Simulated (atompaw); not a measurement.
**A PAW (atompaw) potential for phosphorus, from input to tests**

Task: generate the file, and judge it by its logarithmic derivatives, its ghosts and its cutoff.

The numbers are computed with atompaw 4.2.0.5 (PBEsol, scalar-relativistic, spin-unpolarised reference atom).

## 1. The design

The settings as typed:

```
element                 : phosphorus (P, Z = 15)
type                    : PAW
frozen core             : [Ne]
valence charge          : 5
reference configuration : 3s2 3p3
partial waves           : 3s (bound): rc 1.40 bohr; 3s channel at 0.3 Ry: rc 1.40 bohr; 3p (bound): rc 1.40 bohr; 3p channel at 1.1 Ry: rc 1.40 bohr; 3d channel at -0.1 Ry: rc 1.40 bohr
local potential         : vpsmatchnc scheme with l = 3 at 0.5 Ry, radius 1.10 bohr
core correction         : smooth core density matched at 0.85 bohr
augmentation charge     : sinc compensation charge, radius 1.40 bohr; PAW radius 1.40 bohr; waves and projectors: custom rrkj gramschmidtortho
```

An earlier all-electron run gives the scale for the radii.

All-electron outer shells of the reference configuration (PBEsol, scalar-relativistic, ld1.x):

| shell | level (eV) | outermost node (bohr) | outermost maximum (bohr) |
| --- | --- | --- | --- |
| 2s | -173.57 | 0.14 | 0.42 |
| 2p | -124.33 | – | 0.36 |
| 3s | -13.92 | 0.66 | 1.58 |
| 3p | -5.48 | 0.64 | 1.83 |

## 2. The generation run

Input file P.input:

```
P 15
GGA-PBESOL scalarrelativistic loggrid 1500 logderivrange -3 5 201
3 3 0 0 0 0
3 1 3
0 0 0
c
c
v
c
v
2
1.40 1.40 1.10 0.85
y
0.3
n
y
1.1
n
y
-0.1
n
custom rrkj gramschmidtortho sinc
3 0.5 vpsmatchnc
1.40
1.40
1.40
1.40
1.40
PWSCFOUT
UPFDX 0.0125d0 UPFXMIN -7.d0 UPFZMESH 15.d0
END
```

Launch:

```sh
atompaw < P.input > P.log
```

**Question.** What will these runs give? Wanted: cutoffs for 10 and 1 mRy, occupied levels; bound ghosts; largest phase difference near zero energy, channels read; lowest eigenvalue of the overlap; share of valence orbitals outside the PAW sphere; UPF file.

As calculated:

| quantity | value |
| --- | --- |
| cutoffs for 10 and 1 mRy, occupied levels | 18 Ry and 35 Ry |
| bound ghosts | s at -61.99 eV |
| largest phase difference near zero energy, channels read | 0.001 rad |
| lowest eigenvalue of the overlap (Bessel basis) | 0.481 (s) |
| share of valence orbitals outside the PAW sphere | 3s 74 %, 3p 85 % |
| UPF file | written |

What this shows: A bound ghost (s) makes it unfit for use: electrons can fall into a state that the atom doesn't have. By its cutoff, 18 Ry for the looser tolerance, it is soft on the atom at that tolerance. The slowest occupied level is 3s: taken alone it needs 35 Ry to come within 1 mRy, against 18 Ry for 3p. Near zero energy the phases of the channels with partial waves agree within 0.001 rad. These are tests on the free atom; a crystal test is still owed.
